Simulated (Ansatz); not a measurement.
# FH₄NSSi: basis-set convergence

One table from this session's results is given with a row withheld; the runs are named, their logs left out.

Computed with Ansatz 0.2.0, Gaussian basis. Level: one geometry, several basis sets.

Plan: PBE0-D4/def2-SVP; ωB97M-V/def2-SVP; PBE0-D4/def2-QZVPP; ωB97M-V/def2-QZVPP; the functionals' def2-TZVPP values are taken from earlier runs.

### The geometry

An earlier PBE0-D4 in a triple-zeta def2 set relaxation fixed the geometry.

8 atoms, charge 0, spin multiplicity 1.

Atoms are counted from 1 here; the program's logs count them from 0.

Bond lengths: N1–Si2 1.688 Å, N1–H5 1.006 Å, N1–H6 1.006 Å, Si2–F3 1.602 Å, Si2–S4 2.122 Å, Si2–H7 1.477 Å, S4–H8 1.344 Å. Angles: Si2–N1–H5 122.0°, Si2–N1–H6 122.7°, H5–N1–H6 112.8°, N1–Si2–F3 115.9°, N1–Si2–S4 106.2°, N1–Si2–H7 108.1°, F3–Si2–S4 106.4°, F3–Si2–H7 105.1°, S4–Si2–H7 115.5°, Si2–S4–H8 93.8°.

The first run:

Contents of in.yaml:

```yaml
crystal:
  periodic: [false, false, false]
  atoms:
    - {symbol: N, position_ang: [-0.902111, 0.955918, 0.412186]}
    - {symbol: Si, position_ang: [0.375505, -0.130009, 0.216298]}
    - {symbol: F, position_ang: [1.704272, 0.467288, -0.448992]}
    - {symbol: S, position_ang: [-0.326787, -1.638034, -1.101140]}
    - {symbol: H, position_ang: [-0.992831, 1.530770, 1.232746]}
    - {symbol: H, position_ang: [-1.456570, 1.286806, -0.359432]}
    - {symbol: H, position_ang: [0.790455, -0.596246, 1.554503]}
    - {symbol: H, position_ang: [0.900267, -1.933492, -1.561969]}
basis:
  gaussian: {orbitals: def2-SVP}
hamiltonian: {xc: pbe0, dispersion: d4}
output: {orbitals: {seedname: orbitals}}
```

Started as:

```bash
> ansatz run in.yaml --threads 2 --pin off --events-out ev --progress --plain --max-ram 4352MiB
```

Among the steps run: PBE0-D4 in def2-SVP; ωB97M-V in def2-SVP; PBE0-D4 in def2-QZVPP; ωB97M-V in def2-QZVPP.

One of the session's tables, all rows but one given; the rest of the session is left out.

It belongs to the step «Density functionals: the series». 

| functional | basis | HOMO (eV) | LUMO (eV) |
| --- | --- | --- | --- |
| PBE0-D4 | def2-SVP | -7.49 | 0.92 |
| PBE0-D4 | def2-TZVPP | -7.67 | 0.40 |
| PBE0-D4 | def2-QZVPP | -7.72 | 0.17 |
| ωB97M-V | def2-SVP | -9.67 | 2.84 |
| ωB97M-V | def2-TZVPP | -9.88 | 2.07 |
| ωB97M-V | def2-QZVPP | ? | ? |

Estimate the missing values for ωB97M-V, def2-QZVPP.

The run gave: HOMO (eV): -9.93; LUMO (eV): 1.58. In the column «HOMO (eV)» it is the lowest.
